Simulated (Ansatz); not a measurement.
# MoTe2: the cost of one run

Program: Ansatz 0.2.0. Level of theory: DFT PBE, scalar-relativistic, plane waves, PAW. These are calculated values, not measurements.

These runs use a low cutoff (300 eV) and a coarse mesh on purpose, to show what cheap settings give: their numbers aren't properties of the material.

The runs add the D3(BJ) dispersion term to the functional named.

### Step 1. The starting structure

It takes space group P6_3/mmc (No. 194, hexagonal). Conventional cell: a = 3.497 Å, b = 3.497 Å, c = 13.689 Å, α = 90.00°, β = 90.00°, γ = 120.00°. Te (site symmetry 3m) has 3 Mo at 2.72 Å as nearest neighbours. Mo (site symmetry -6m2) is surrounded by 6 Te at 2.72 Å.

As a file:

```cif
data_structure
_symmetry_space_group_name_H-M 'P 1'
_symmetry_Int_Tables_number 1
_cell_length_a 3.4967
_cell_length_b 3.4967
_cell_length_c 13.6893
_cell_angle_alpha 90.000
_cell_angle_beta 90.000
_cell_angle_gamma 120.000
_cell_volume 144.95
loop_
_atom_site_label
_atom_site_type_symbol
_atom_site_fract_x
_atom_site_fract_y
_atom_site_fract_z
_atom_site_occupancy
Te1 Te 0.33333 0.66667 0.61718 1
Te2 Te 0.66667 0.33333 0.11718 1
Te3 Te 0.33333 0.66667 0.88282 1
Te4 Te 0.66667 0.33333 0.38282 1
Mo1 Mo 0.33333 0.66667 0.25000 1
Mo2 Mo 0.66667 0.33333 0.75000 1
```

### Step 2. Bands and density of states at the final cell

input.yaml

```yaml
crystal:
  lattice:
    - [3.4966736355, 0.0, 0.0]
    - [-1.7483368177, 3.0282081971, 0.0]
    - [0.0, 0.0, 13.6892894942]
  atoms:
    - { symbol: Te, position: [0.3333333333, 0.6666666667, 0.6171821091] }
    - { symbol: Te, position: [0.6666666667, 0.3333333333, 0.1171821091] }
    - { symbol: Te, position: [0.3333333333, 0.6666666667, 0.8828178909] }
    - { symbol: Te, position: [0.6666666667, 0.3333333333, 0.3828178909] }
    - { symbol: Mo, position: [0.3333333333, 0.6666666667, 0.25] }
    - { symbol: Mo, position: [0.6666666667, 0.3333333333, 0.75] }
basis:
  ecutwfc: 300
  ecutrho_ratio: 4
kpoints:
  mp_grid: { grid: [6, 6, 2] }
  band_path:
    path:
      - [[0.0, 0.0, 0.0], [0.5, 0.0, 0.0], [0.33333333, 0.33333333, 0.0], [0.0, 0.0, 0.0], [0.0, 0.0, 0.5], [0.5, 0.0, 0.5], [0.33333333, 0.33333333, 0.5], [0.0, 0.0, 0.5]]
      - [[0.5, 0.0, 0.5], [0.5, 0.0, 0.0]]
      - [[0.33333333, 0.33333333, 0.5], [0.33333333, 0.33333333, 0.0]]
    npoints: 14
hamiltonian:
  xc: pbe
  dispersion: d3bj
scf:
  occupations: { method: gaussian, width: 0.05 }
  n_extra_bands: 23
output:
  forces: true
  stress: true
  eigenvalues: true
  populations: true
  dos: { projected: true, de: 0.02, nscf_kmesh: { grid: [9, 9, 3] } }
  bader: true
```

Launch:

```console
ansatz run input.yaml --threads 2 --pin off --max-ram 5120MiB --backend cpu --events-out ev --progress --plain --runs-dir out
```

Q: Estimate wall time and peak memory on 2 threads of Intel Xeon at 2.10GHz (Emerald Rapids), shared host.

About 63 s, with a peak of 0.65 GiB.
